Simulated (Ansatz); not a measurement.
**GaBH3ClO (SMILES O[B](Cl)[GaH2]) at 6 levels**

Wanted: a comparison of 6 runs (BHLYP/6-31G*, PBE/6-31G*, SVWN5/6-31G*, r2SCAN/6-31G*, wB97X/6-31G*, CCSD/6-31G*) of GaBH3ClO. 

The results are computed with Ansatz 0.2.0.

127 further runs of the same task are left out: 127 set aside as unsound or not needed.

### Step 1. The structure to begin with

GaBH3ClO has 7 atoms, charge 0, and is taken as a singlet. As SMILES, `O[B](Cl)[GaH2]`. The B2–Cl3 distance was set to 2.325 Å, away from the relaxed value.

Bond lengths: O1–B2 1.344 Å, B2–Ga4 2.095 Å, O1–H5 0.965 Å, Ga4–H6 1.572 Å, Ga4–H7 1.572 Å. Angles: O1–B2–Ga4 123.4°, B2–O1–H5 114.1°, B2–Ga4–H6 121.3°, B2–Ga4–H7 121.3°, H6–Ga4–H7 117.4°. A long bond or contact: B2–Cl3 2.325 Å.

### Step 2. The energy at BHLYP/6-31G(d) (spherical functions) (run 1)

File job.yaml:

```yaml
crystal:
  periodic: [false, false, false]
  atoms:
    - {symbol: O, position_ang: [-1.124769, -0.907711, 1.253619]}
    - {symbol: B, position_ang: [-0.311169, -0.343511, 0.344419]}
    - {symbol: Cl, position_ang: [0.899000, -1.736200, -1.070500]}
    - {symbol: Ga, position_ang: [-0.076869, 1.727589, 0.135719]}
    - {symbol: H, position_ang: [-1.130169, -1.872911, 1.232419]}
    - {symbol: H, position_ang: [-0.970569, 2.553889, -0.859581]}
    - {symbol: H, position_ang: [1.038731, 2.507289, 0.923019]}
basis:
  gaussian:
    orbitals: 6-31G_st_-spherical.json
total_charge: 0
hamiltonian:
  xc: {name: BHLYP}
accuracy: high
output: {orbitals: {seedname: orbitals}}
```

The basis set 6-31G* is read from a file made from the Basis Set Exchange's data (not shown).

On the command line:

```sh
$ ansatz run job.yaml --threads 1 --pin off --max-ram 3480MiB --events-out events.jsonl --progress --plain --runs-dir runs
```

Log:

```text
Warning: RAYON_NUM_THREADS=1 ignored (pool sized by the plan → 1); use --threads N
Functional definition: BHLYP
  name "BHLYP"
  parameter a = 0.5
  exchange = (1 - a)*b88_x + a*exact_x
  correlation = lyp_c
1787 factors; integrals over basis functions are off by at most 2.2e-8 eV
mean field evaluation 1: about -67659.8591 eV, gradient 3.9e1 eV
mean field evaluation 2: about -67659.0807 eV, gradient 4.6e1 eV
mean field evaluation 4: about -67662.9240 eV, gradient 1.5e0 eV
mean field evaluation 8: about -67662.9632 eV, gradient 5.6e-2 eV
mean field evaluation 16: about -67662.9632 eV, gradient 1.9e-5 eV
mean field -67662.96317258 eV, -2486.5680329886 hartree, gradient 1.9e-8 eV, S^2 0.000000; 0 other end points of the search recorded, 0 dependent functions left out
reference -67662.96320277 eV, -2486.5680340982 hartree; 32, 32 occupied and 52, 52 virtual orbitals, 1787 factors
Total energy: -67662.96320277 eV, -2486.5680340982 hartree
```

Run time: 9.3 s. Hardware: 1 thread of Arm Neoverse V1, shared host; peak memory 0.29 GiB.

### Step 3. The energy at PBE/6-31G(d) (spherical functions) (run 2)

File job.yaml:

```yaml
crystal:
  periodic: [false, false, false]
  atoms:
    - symbol: O
      position_ang: [-1.124769, -0.907711, 1.253619]
    - symbol: B
      position_ang: [-0.311169, -0.343511, 0.344419]
    - symbol: Cl
      position_ang: [0.899000, -1.736200, -1.070500]
    - symbol: Ga
      position_ang: [-0.076869, 1.727589, 0.135719]
    - symbol: H
      position_ang: [-1.130169, -1.872911, 1.232419]
    - symbol: H
      position_ang: [-0.970569, 2.553889, -0.859581]
    - symbol: H
      position_ang: [1.038731, 2.507289, 0.923019]
basis:
  gaussian:
    orbitals: 6-31G_st_-spherical.json
hamiltonian:
  xc: pbe
accuracy: high
output:
  orbitals: {seedname: orbitals}
```

The basis set 6-31G* is read from a file made from the Basis Set Exchange's data (not shown).

On the command line:

```sh
$ ansatz run job.yaml --threads 1 --pin off --max-ram 3480MiB --events-out events.jsonl --progress --plain --runs-dir runs
```

Log:

```text
Warning: RAYON_NUM_THREADS=1 ignored (pool sized by the plan → 1); use --threads N
Functional definition: PBE
  name "PBE"
  parameter kappa = 0.804
  parameter beta = 0.06672455060314922
  exchange = pbe_x(kappa = kappa, mu = beta*pi^2/3)
  correlation = pbe_c(beta = beta)
1787 factors; integrals over basis functions are off by at most 2.2e-8 eV
mean field evaluation 1: about -67644.0891 eV, gradient 5.3e1 eV
mean field evaluation 2: about -67623.1564 eV, gradient 1.2e2 eV
mean field evaluation 4: about -67648.6211 eV, gradient 7.4e0 eV
mean field evaluation 8: about -67648.7176 eV, gradient 2.4e-1 eV
mean field evaluation 16: about -67648.7178 eV, gradient 1.5e-5 eV
mean field -67648.71779405 eV, -2486.0445249835 hartree, gradient 3.7e-8 eV, S^2 0.000000; 0 other end points of the search recorded, 0 dependent functions left out
reference -67648.71779883 eV, -2486.0445251591 hartree; 32, 32 occupied and 52, 52 virtual orbitals, 1787 factors
Total energy: -67648.71779883 eV, -2486.0445251591 hartree
```

It took 7.8 s on 1 thread of Arm Neoverse V1, shared host; peak memory 0.21 GiB.

Runs 3 to 5 aren't shown in full; the table further down has their settings and results.

### Step 4. The energy at CCSD/6-31G(d) (spherical functions) (run 6)

File molecule.yaml:

```yaml
crystal:
  periodic: [false, false, false]
  atoms:
    - symbol: O
      position_ang: [-1.124769, -0.907711, 1.253619]
    - symbol: B
      position_ang: [-0.311169, -0.343511, 0.344419]
    - symbol: Cl
      position_ang: [0.899000, -1.736200, -1.070500]
    - symbol: Ga
      position_ang: [-0.076869, 1.727589, 0.135719]
    - symbol: H
      position_ang: [-1.130169, -1.872911, 1.232419]
    - symbol: H
      position_ang: [-0.970569, 2.553889, -0.859581]
    - symbol: H
      position_ang: [1.038731, 2.507289, 0.923019]
basis:
  gaussian:
    orbitals: 6-31G_st_-spherical.json
correlation:
  method: ccsd
  frozen_orbitals: {B: 1, Cl: 5, Ga: 9, H: 0, O: 1}
accuracy: high
scf:
  omitted_lower_state_checks: [cluster_reference, increment]
```

The basis set 6-31G* is read from a file made from the Basis Set Exchange's data (not shown).

On the command line:

```sh
$ ansatz run molecule.yaml --threads 1 --pin off --max-ram 3480MiB --events-out events.jsonl --progress --plain --runs-dir runs
```

Log:

```text
Warning: RAYON_NUM_THREADS=1 ignored (pool sized by the plan → 1); use --threads N
[... 12 lines left out ...]
16 core orbitals not correlated: weight in the atoms' cores, before any rotation towards them, 1.000 or more for the frozen orbitals, at most 0.000 for the correlated occupied ones
[... 25 lines left out ...]
Total energy: -67603.62362723 eV, -2484.3873449186 hartree
Checks for a lower state left out: cluster_reference, increment
```

It took 17 s on 1 thread of Arm Neoverse V1, shared host; peak memory 0.4 GiB.

### Step 5. The series

```
run                                level  frozen core orbitals   energy (Eh)  HOMO energy (eV)  LUMO energy (eV)  HOMO–LUMO gap (eV)  wall time
  1   BHLYP/6-31G* (spherical functions)                     –  -2486.568034             -9.04             -1.62                7.42      9.3 s
  2     PBE/6-31G* (spherical functions)                     –  -2486.044525             -6.59             -3.14                3.45      7.8 s
  3   SVWN5/6-31G* (spherical functions)                     –  -2481.303968             -6.72             -3.38                3.33      5.1 s
  4  r2SCAN/6-31G* (spherical functions)                     –  -2486.548114             -6.93             -2.98                3.96       17 s
  5   wB97X/6-31G* (spherical functions)                     –  -2486.665358            -10.22             -0.48                9.74       36 s
  6    CCSD/6-31G* (spherical functions)                    16  -2484.387345                 –                 –                   –       17 s
```

### Step 6. Results

```
                                           quantity           value
                                run 6: total energy  -2484.38734 Eh
run 6: correlation energy (16 core orbitals frozen)      -630.4 mEh
                               run 6: T1 diagnostic           0.016
```

What this shows: Over runs 1, 2, 3, 4, 5 the HOMO–LUMO gap runs from 3.33 eV (SVWN5/6-31G*) to 9.74 eV (wB97X/6-31G*). Totals of different functionals can't be ranked against each other. All runs together took 93 s, the longest 36 s.
